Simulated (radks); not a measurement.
**Ionising gold step by step, Au⁶⁰⁺ to Au⁷⁸⁺**

How much does each further electron of gold cost? Each ion is computed in its NIST ground configuration. Each value is a difference of total energies (Δ-SCF).

Method: scalar-relativistic Kohn-Sham, SCAN, spin-polarised, spherical densities, finite nucleus; open shells are filled with parallel spins first. Code: radks (a radial shooting solver on a logarithmic mesh, Libxc functionals) version 1.

**1. Starting point**

| Property | Result |
| --- | --- |
| element | gold (Z = 79) |
| charges | 60 to 78 |
| first configuration | [Ar] 3d1 |
| last configuration | 1s1 |

The outer shells:

Au⁶⁰⁺
```
[Ar] core
3d [↑ ][  ][  ][  ][  ]
```

Au⁷⁸⁺
```
1s [↑ ]
```

**2. Au⁶⁰⁺, [Ar] 3d1**

Settings of this run:

```text
Z 79
configuration [Ar] 3d1 4s0 4p0
relativity scalar-relativistic
functional scan,scan
spin polarised
nucleus finite rms 5.4371 fm
c 137.035999084
```

**3. Au⁶¹⁺, [Ar]**

Changes since step 2:

```diff
@@ -1,3 +1,3 @@
 Z 79
-configuration [Ar] 3d1 4s0 4p0
+configuration [Ar]
 relativity scalar-relativistic
```

**4. Au⁶²⁺, [Ne] 3s2 3p5**

Changes since step 3:

```diff
@@ -1,3 +1,3 @@
 Z 79
-configuration [Ar]
+configuration [Ne] 3s2 3p5
 relativity scalar-relativistic
```

**5. Au⁶³⁺, [Ne] 3s2 3p4**

Changes since step 4:

```diff
@@ -1,3 +1,3 @@
 Z 79
-configuration [Ne] 3s2 3p5
+configuration [Ne] 3s2 3p4
 relativity scalar-relativistic
```

**6. Au⁶⁴⁺, [Ne] 3s2 3p3**

Changes since step 5:

```diff
@@ -1,3 +1,3 @@
 Z 79
-configuration [Ne] 3s2 3p4
+configuration [Ne] 3s2 3p3
 relativity scalar-relativistic
```

**7. Au⁶⁵⁺, [Ne] 3s2 3p2**

Changes since step 6:

```diff
@@ -1,3 +1,3 @@
 Z 79
-configuration [Ne] 3s2 3p3
+configuration [Ne] 3s2 3p2
 relativity scalar-relativistic
```

**8. Au⁶⁶⁺, [Ne] 3s2 3p1**

Changes since step 7:

```diff
@@ -1,3 +1,3 @@
 Z 79
-configuration [Ne] 3s2 3p2
+configuration [Ne] 3s2 3p1
 relativity scalar-relativistic
```

**9. Au⁶⁷⁺, [Ne] 3s2**

Changes since step 8:

```diff
@@ -1,3 +1,3 @@
 Z 79
-configuration [Ne] 3s2 3p1
+configuration [Ne] 3s2
 relativity scalar-relativistic
```

**10. Au⁶⁸⁺, [Ne] 3s1**

Changes since step 9:

```diff
@@ -1,3 +1,3 @@
 Z 79
-configuration [Ne] 3s2
+configuration [Ne] 3s1 3p0 4s0
 relativity scalar-relativistic
```

**11. Au⁶⁹⁺, [Ne]**

Changes since step 10:

```diff
@@ -1,3 +1,3 @@
 Z 79
-configuration [Ne] 3s1 3p0 4s0
+configuration [Ne]
 relativity scalar-relativistic
```

**12. Au⁷⁰⁺, [He] 2s2 2p5**

Changes since step 11:

```diff
@@ -1,3 +1,3 @@
 Z 79
-configuration [Ne]
+configuration [He] 2s2 2p5 3s0 3p0
 relativity scalar-relativistic
```

**13. Au⁷¹⁺, [He] 2s2 2p4**

Settings of this run:

```text
Z 79
configuration [He] 2s2 2p4 3s0 3p0
relativity scalar-relativistic
functional scan,scan
spin polarised
nucleus finite rms 5.4371 fm
c 137.035999084
```

**14. Au⁷²⁺, [He] 2s2 2p3**

Settings of this run:

```text
Z 79
configuration [He] 2s2 2p3
relativity scalar-relativistic
functional scan,scan
spin polarised
nucleus finite rms 5.4371 fm
c 137.035999084
```

**15. Au⁷³⁺, [He] 2s2 2p2**

Changes since step 14:

```diff
@@ -1,3 +1,3 @@
 Z 79
-configuration [He] 2s2 2p3
+configuration [He] 2s2 2p2
 relativity scalar-relativistic
```

**16. Au⁷⁴⁺, [He] 2s2 2p1**

Changes since step 15:

```diff
@@ -1,3 +1,3 @@
 Z 79
-configuration [He] 2s2 2p2
+configuration [He] 2s2 2p1 3s0 3p0
 relativity scalar-relativistic
```

**17. Au⁷⁵⁺, [He] 2s2**

Settings of this run:

```text
Z 79
configuration [He] 2s2
relativity scalar-relativistic
functional scan,scan
spin polarised
nucleus finite rms 5.4371 fm
c 137.035999084
```

**18. Au⁷⁶⁺, [He] 2s1**

Changes since step 17:

```diff
@@ -1,3 +1,3 @@
 Z 79
-configuration [He] 2s2
+configuration [He] 2s1
 relativity scalar-relativistic
```

**19. Au⁷⁷⁺, [He]**

Changes since step 18:

```diff
@@ -1,3 +1,3 @@
 Z 79
-configuration [He] 2s1
+configuration [He]
 relativity scalar-relativistic
```

**20. Au⁷⁸⁺, 1s1**

Changes since step 19:

```diff
@@ -1,3 +1,3 @@
 Z 79
-configuration [He]
+configuration 1s1
 relativity scalar-relativistic
```

Before running it: what results should come out? Wanted: for each run, species; configuration; Δ-SCF; −ε(HOMO); NIST; error.

**Answer**, as computed:

```
species  configuration  Δ-SCF (eV)  −ε(HOMO) (eV)       NIST (eV)  error (%)
  Au⁶⁰⁺       [Ar] 3d1      6245.8         6176.0   6305 (theory)       -0.9
  Au⁶¹⁺           [Ar]      6872.5         6812.9   6724 (theory)       +2.2
  Au⁶²⁺   [Ne] 3s2 3p5      6999.4         6940.6   6854 (theory)       +2.1
  Au⁶⁵⁺   [Ne] 3s2 3p2      7430.7         7370.1   7760 (theory)       -4.2
  Au⁶⁶⁺   [Ne] 3s2 3p1      7557.4         7498.2   7910 (theory)       -4.5
  Au⁶⁹⁺           [Ne]     18613.9        18447.9  18040 (theory)       +3.2
  Au⁷⁰⁺   [He] 2s2 2p5     18960.5        18796.8  18400 (theory)       +3.0
  Au⁷¹⁺   [He] 2s2 2p4     19295.7        19137.8  18790 (theory)       +2.7
  Au⁷⁴⁺   [He] 2s2 2p1       20495          20331  21920 (theory)       -6.5
```

Reference values: NIST Atomic Spectra Database (exp. measured, semi-emp. semi-empirical, theory a theoretical value adopted there). The steepest step, after dividing by the final charge, comes at Au⁶⁹⁺ in [Ne], where the value goes from 7557.4 to 18613.9 eV. There the highest level belongs to another shell. Minus the highest eigenvalue gives 99 to 99 % of the Δ-SCF value along the ladder. Open shells are spherical and high-spin; term and fine-structure splittings are not resolved. Spin-orbit splitting is averaged out at the scalar-relativistic level.
